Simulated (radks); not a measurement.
# Eu³⁺ in [Xe] 4f6: an all-electron calculation

What are the levels of the europium ion Eu3+, how large are its shells, and how does its energy divide?

Method: Dirac Kohn-Sham, PBEsol, spin-unpolarised, spherical densities, point nucleus; open shells fill j = l - 1/2 first. Code: radks (a radial shooting solver on a logarithmic mesh, Libxc functionals) version 1.

## Step 1: What is computed

* element: europium (Z = 63)
* charge: +3
* electrons: 60
* configuration: [Xe] 4f6

## Step 2: Self-consistent calculation

Input:

```text
Z 63
configuration [Xe] 4f6
relativity Dirac
functional pbe_sol,pbe_sol
spin unpolarised
j_filling energy
nucleus point
c 137.035999084
```

Started as:

```
> python run_ks.py task.json out
```

All runs below come from this command, one after another.

Q: Predict the outcome of this run.

**Answer**, as computed:

| quantity | value |
| --- | --- |
| total energy | -10846.9513 hartree |
| exchange-correlation share of it | 2.20 % |
| −T/E | 1.0874 |
| highest occupied level | 4f5/2, -33.290 eV |
| most extended occupied level | 5p3/2, <r> = 1.58 bohr |
| radius at density 0.001 e/bohr³ | 3.28 bohr |
| maxima of the radial density | 4 |
| ionisation energy, NIST | 42.9 (semi-emp.) eV |

**Reading.** The radial density shows 4 maxima for 5 occupied principal shells; where shells overlap, one shows as a shoulder or not at all. Relativity lifts −T/E to 1.087. Minus the highest eigenvalue, 33.290 eV, is 78 % of the tabulated ionisation energy (42.9 eV); the potential of a semilocal functional falls off too fast, so its top eigenvalue is too shallow. Spin polarisation and multiplet splitting are left out.
